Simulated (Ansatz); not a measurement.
# C2H4SiZn: basis-set convergence

An exercise on one series of results from a longer session: the logs are not shown, and one member is left open.

Computed with Ansatz 0.2.0, Gaussian basis. Level: one geometry, several basis sets.

Levels to be run: PBE0-D4/def2-SVP; ωB97M-V/def2-SVP; PBE0-D4/def2-QZVPP; ωB97M-V/def2-QZVPP; the functionals' def2-TZVPP values are taken from earlier runs.

### The relaxed structure

An earlier PBE0-D4 in a triple-zeta def2 set relaxation fixed the geometry.

8 atoms, charge 0, spin multiplicity 1.

Atoms are counted from 1 here; the program's logs count them from 0.

Bond lengths: Si2–C3 1.807 Å, Si2–C4 1.809 Å, Si2–H5 1.483 Å, Si2–H6 1.482 Å, C3–C4 1.331 Å, C3–H7 1.083 Å, C4–H8 1.083 Å. Angles: C3–Si2–C4 43.2°, C3–Si2–H5 121.4°, C3–Si2–H6 121.7°, C4–Si2–H5 121.4°, C4–Si2–H6 121.7°, H5–Si2–H6 111.5°, Si2–C3–C4 68.5°, Si2–C3–H7 155.6°, C4–C3–H7 135.9°, Si2–C4–C3 68.3°, Si2–C4–H8 155.7°, C3–C4–H8 135.9°.

The first run:

in.yaml

```yaml
crystal:
  periodic: [false, false, false]
  atoms:
    - {symbol: Zn, position_ang: [-2.873520, -0.185737, -1.622569]}
    - {symbol: Si, position_ang: [0.281396, 0.926112, 0.410367]}
    - {symbol: C, position_ang: [1.121959, -0.551390, -0.202628]}
    - {symbol: C, position_ang: [-0.048955, -0.851298, 0.354112]}
    - {symbol: H, position_ang: [-0.399134, 1.867477, -0.511790]}
    - {symbol: H, position_ang: [0.705084, 1.599678, 1.660821]}
    - {symbol: H, position_ang: [1.920475, -1.105516, -0.680060]}
    - {symbol: H, position_ang: [-0.615205, -1.756425, 0.536049]}
basis:
  gaussian: {orbitals: def2-SVP}
hamiltonian: {xc: pbe0, dispersion: d4}
output: {orbitals: {seedname: orbitals}}
```

Steps of the session up to this table: PBE0-D4 in def2-SVP; ωB97M-V in def2-SVP; PBE0-D4 in def2-QZVPP; ωB97M-V in def2-QZVPP.

One of the session's tables, all rows but one given; the rest of the session is left out.

It belongs to the step «Functionals by basis». 

| functional | basis | HOMO (eV) |
| --- | --- | --- |
| PBE0-D4 | def2-SVP | ? |
| PBE0-D4 | def2-TZVPP | -6.37 |
| PBE0-D4 | def2-QZVPP | -6.36 |
| ωB97M-V | def2-SVP | -8.18 |
| ωB97M-V | def2-TZVPP | -8.44 |
| ωB97M-V | def2-QZVPP | -8.45 |

**Question.** Estimate the row for PBE0-D4, def2-SVP.

As computed: HOMO (eV): -6.12. In the column «HOMO (eV)» it is the highest.
